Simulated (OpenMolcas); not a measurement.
# TiH4 (SMILES [H][Ti]([H])([H])[H]) at 6 levels

Aim: a comparison of 6 runs (HF/3-21G, HF/def2-SVP, B3LYP/6-31G*, PBE/def2-SVP, SVWN5/def2-SVP, PBE/pcseg-2) of TiH4. 

The calculation is run with OpenMolcas 26.06.

2 further runs of the same task are left out: 2 set aside as unsound or not needed.

**1. Starting point**

TiH4 has 5 atoms, charge 0, and is taken as a singlet. SMILES: `[H][Ti]([H])([H])[H]`. The shape comes from GFN2-xTB, which is rough for such elements, and wasn't checked as a minimum.

Bond lengths: Ti1–H2 1.731 Å, Ti1–H3 1.731 Å, Ti1–H4 1.731 Å, Ti1–H5 1.731 Å. Angles: H2–Ti1–H3 109.4°, H2–Ti1–H4 109.4°, H2–Ti1–H5 109.5°, H3–Ti1–H4 109.5°, H3–Ti1–H5 109.5°, H4–Ti1–H5 109.4°.

**2. Energy and forces at HF/3-21G (run 1)**

Input file coord.xyz:

```xyz
5

Ti    -0.000010    -0.000210    -0.000150
H      0.010960    -0.016820     1.730970
H      1.628940     0.010440    -0.586290
H     -0.824250     1.416520    -0.557510
H     -0.815640    -1.409940    -0.587010
```

Input file test.input:

```
* H4Ti Hartree-Fock

&GATEWAY
 BasLib=$CurrDir
 Coord=coord.xyz
 Basis=3-21G
 Group=NoSym

&SEWARD

&SCF
 Thresholds=1e-10 1e-07 1e-07 1e-05
 PrOrbitals=1 1

&ALASKA
```

The basis set 3-21G is read from a file made from the Basis Set Exchange's data (not shown).

Run with:

```bash
$ export MOLCAS_MEM=1860
$ pymolcas test.input > test.log
```

The program printed:

```text
--- Start Module: gateway ---
[...]
--- Stop Module: gateway /rc=_RC_ALL_IS_WELL_ ---
[...]
      Basis functions           35
[...]
--- Start Module: scf ---
[...]
       Convergence after  11 Iterations
[...]
::    Total SCF energy                               -846.4090802918
[...]
      Total spin, S                                     0.0000000000
[...]
      Total electronic charge=   26.000000
      Total            charge=   -0.000000
[...]
      Dipole Moment (debye):
      Origin of the operator (angstrom)=   -0.0000   -0.0002   -0.0001
                   X= -1.2371E-04               Y= -1.6268E-03               Z= -1.1798E-03           Total=  2.0134E-03
      Quadrupole Moment (debye*angstrom):
[...]
--- Stop Module: scf /rc=_RC_ALL_IS_WELL_ ---
--- Start Module: alaska ---
[...]
 *              Molecular gradients               *
 **************************************************
  Irreducible representation: a
 ------------------------------------------------------------------------------------------
                              X                       Y                       Z
 ------------------------------------------------------------------------------------------
  TI1              -5.22960945898899E-06   -4.41102152507660E-05   -3.16308255565209E-05
  H2                1.22889258115134E-04   -1.43591404228427E-04    1.71031280645617E-02
  H3                1.60932141972436E-02    9.89791531594529E-05   -5.77040598709144E-03
  H4               -8.15701393591639E-03    1.39905981986224E-02   -5.49517213302109E-03
  H5               -8.05385990998464E-03   -1.39018757323077E-02   -5.80591911889539E-03
 ------------------------------------------------------------------------------------------
--- Stop Module: alaska /rc=_RC_ALL_IS_WELL_ ---
[...]
```

Run time: 1.7 s. Hardware: 1 thread of Arm Neoverse V2, shared host; peak memory 0.37 GiB.

**3. Energy and forces at HF/def2-SVP (run 2)**

Input file calc.input:

```
* H4Ti Hartree-Fock
>>> EXPORT MOLCAS_PRINT=2

&gateway
 baslib=$CurrDir
 coord
 5
 angstrom
 Ti      -0.000010      -0.000210      -0.000150
 H        0.010960      -0.016820       1.730970
 H        1.628940       0.010440      -0.586290
 H       -0.824250       1.416520      -0.557510
 H       -0.815640      -1.409940      -0.587010
 basis=def2-SVP
 group=NoSym

&seward

&scf
 thresholds=1e-10 1e-07 1e-07 1e-05
 prorbitals=0

&alaska
```

The basis set def2-SVP is read from a file made from the Basis Set Exchange's data (not shown).

Run with:

```bash
$ export MOLCAS_MEM=1860
$ pymolcas calc.input > calc.log
```

The program printed:

```text
--- Start Module: gateway ---
[...]
--- Stop Module: gateway /rc=_RC_ALL_IS_WELL_ ---
[...]
      Basis functions           51
[...]
--- Start Module: scf ---
[...]
       Convergence after  13 Iterations
[...]
::    Total SCF energy                               -850.4726442630
[...]
      Total spin, S                                     0.0000000000
[...]
      Total electronic charge=   26.000000
      Total            charge=   -0.000000
[...]
      Dipole Moment (debye):
      Origin of the operator (angstrom)=   -0.0000   -0.0002   -0.0001
                   X= -1.1360E-04               Y= -1.3931E-03               Z= -1.0089E-03           Total=  1.7238E-03
      Quadrupole Moment (debye*angstrom):
[...]
--- Stop Module: scf /rc=_RC_ALL_IS_WELL_ ---
--- Start Module: alaska ---
[...]
 *              Molecular gradients               *
 **************************************************
  Irreducible representation: a
 ------------------------------------------------------------------------------------------
                              X                       Y                       Z
 ------------------------------------------------------------------------------------------
  TI1              -5.31112104527267E-06   -4.16353004023141E-05   -2.98022806947014E-05
  H2                9.02284803796574E-05   -1.00048812773774E-04    1.22865020690468E-02
  H3                1.15586626297324E-02    7.07511347279657E-05   -4.14149984281198E-03
  H4               -5.86108897420567E-03    1.00494286026809E-02   -3.94553160004563E-03
  H5               -5.78249101487072E-03   -9.97849562423481E-03   -4.16966834548793E-03
 ------------------------------------------------------------------------------------------
--- Stop Module: alaska /rc=_RC_ALL_IS_WELL_ ---
[...]
```

Wall time 2.5 s (1 thread of Arm Neoverse V2, shared host); peak memory 0.38 GiB.

Runs 3 to 5 aren't shown in full; the table further down has their settings and results.

**4. Energy and gradient at PBE/pcseg-2 (run 6)**

Input file run.input:

```
>>> EXPORT MOLCAS_PRINT=2

&GATEWAY
  BasLib = $CurrDir
  Coord
  5
  angstrom
  Ti      -0.000010      -0.000210      -0.000150
  H        0.010960      -0.016820       1.730970
  H        1.628940       0.010440      -0.586290
  H       -0.824250       1.416520      -0.557510
  H       -0.815640      -1.409940      -0.587010
  Basis = pcseg-2
  Group = NoSym

&SEWARD
  GridInput
  Grid=UltraFine
  End of Grid

&SCF
  KSDFT = PBE
  Thresholds = 1e-10 1e-07 1e-07 1e-05
  PrOrbitals = 1 2

&ALASKA
```

The basis set pcseg-2 is read from a file made from the Basis Set Exchange's data (not shown).

Run with:

```bash
$ export MOLCAS_MEM=1860
$ pymolcas run.input > run.log
```

The program printed:

```text
--- Start Module: gateway ---
[...]
--- Stop Module: gateway /rc=_RC_ALL_IS_WELL_ ---
[...]
      Basis functions          112
[...]
--- Start Module: scf ---
[...]
       Convergence after  12 Iterations
[...]
::    Total KS-DFT energy                            -851.5305874216
[...]
      Total spin, S                                     0.0000000000
[...]
      Total electronic charge=   26.000000
      Total            charge=   -0.000000
[...]
      Dipole Moment (debye):
      Origin of the operator (angstrom)=   -0.0000   -0.0002   -0.0001
                   X= -9.0809E-05               Y= -1.2938E-03               Z= -9.4223E-04           Total=  1.6031E-03
      Quadrupole Moment (debye*angstrom):
[...]
--- Stop Module: scf /rc=_RC_ALL_IS_WELL_ ---
[...]
--- Start Module: alaska ---
[...]
 *              Molecular gradients               *
 **************************************************
  Irreducible representation: a
 ------------------------------------------------------------------------------------------
                              X                       Y                       Z
 ------------------------------------------------------------------------------------------
  TI1              -1.33321819944318E-06   -2.98750073455261E-05   -1.93301019400108E-05
  H2                3.71091442946843E-05   -2.05705366546904E-05    3.93801384866155E-03
  H3                3.70775099205511E-03    2.03609160696096E-05   -1.31720792312229E-03
  H4               -1.88775588341850E-03    3.22087770857005E-03   -1.25872568382257E-03
  H5               -1.85577103472223E-03   -3.19079308062786E-03   -1.34275013977558E-03
 ------------------------------------------------------------------------------------------
--- Stop Module: alaska /rc=_RC_ALL_IS_WELL_ ---
[...]
```

It took 30 s on 1 thread of Arm Neoverse V2, shared host; peak memory 0.67 GiB.

**5. All runs side by side**

```
run                               level  Cartesian functions  integration grid  energy (Eh)  dipole moment (D)  HOMO energy (eV)  LUMO energy (eV)  wall time
  1                            HF/3-21G                   no                 –  -846.409080               0.00            -12.38              0.34      1.7 s
  2                         HF/def2-SVP                   no                 –  -850.472644               0.00            -12.33              1.18      2.5 s
  3  B3LYP/6-31G* (Cartesian functions)                  yes         UltraFine  -851.694591               0.00             -8.66             -3.18      9.6 s
  4                        PBE/def2-SVP                   no         UltraFine  -851.391013               0.00             -7.44             -4.40        9 s
  5                      SVWN5/def2-SVP                   no         UltraFine  -849.530303               0.00             -7.41             -4.66      7.2 s
  6                         PBE/pcseg-2                   no         UltraFine  -851.530587               0.00             -7.42             -4.41       30 s
```

**6. Outcome**

```
                       quantity          value
            run 6: total energy  -851.53059 Eh
           run 6: dipole moment         0.00 D
             run 6: HOMO energy       -7.42 eV
             run 6: LUMO energy       -4.41 eV
           run 6: HOMO–LUMO gap        3.01 eV
run 6: largest force on an atom     0.203 eV/Å
```

In words: The HOMO–LUMO gap runs from 2.75 eV (SVWN5/def2-SVP) to 13.50 eV (HF/def2-SVP). Exact exchange widens orbital gaps. Totals of different functionals can't be ranked against each other. All runs together took 60 s, the longest 30 s.
